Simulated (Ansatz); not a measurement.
HfN:

```xyz
2
Lattice="2.8250 0.0000 0.0000 0.0000 2.8250 0.0000 0.0000 0.0000 2.8250" Properties=species:S:1:pos:R:3 pbc="T T T"
Hf    1.4125    1.4125    1.4125
N     0.0000    0.0000    0.0000
```

The cell was built by a generator and needn't be a form met in nature.

| Quantity | Value |
| --- | --- |
| Program | Ansatz 0.2.0 |
| Task | relaxation of cell and atoms |
| Functional | HSE03 |
| Potentials or basis | Ansatz PAW |
| Cutoff | 420 eV (not typed: the program's choice for these potentials) |
| k mesh | 5 × 5 × 5 |
| Occupations | fermi-dirac, width 0.05 eV |
| Spin | no spin polarisation |

At the start: volume 11.27 Å³/atom.

Where does the relaxation end?

It ends after 7 steps and the volume is 10.99 Å³/atom (-2.5 %); space group Pm-3m (No. 221, to 0.05 Å).

Step by step:
```csv
step,energy change (eV),largest force (eV/Å),volume (Å³)
1,0.0000,0.0000,22.55
2,-0.0077,0.0000,21.60
3,-0.0125,0.0000,22.00
4,-0.0125,0.0000,21.98
5,-0.0113,0.0000,21.98
6,-0.0113,0.0000,21.98
7,-0.0113,0.0000,21.98
```

Final structure:
```
Hf N
1.0
     2.80104    0.00000    0.00000
     0.00000    2.80104    0.00000
     0.00000    0.00000    2.80104
Hf N
1 1
Direct
  0.50000 0.50000 0.50000
  0.00000 0.00000 0.00000
```

Caveat: the k mesh is coarse (spacing up to 0.44 Å⁻¹), so the values aren't converged, least of all with exact exchange; the plane-wave basis is chosen anew once the cell has moved, so the energies of steps on either side of that aren't comparable; the pressure holds a Pulay correction of +0.4 GPa for the finite cutoff; the PAW data sets come from PBE, with cores solved anew for the run's functional, which leaves a small shift of forces and pressure.
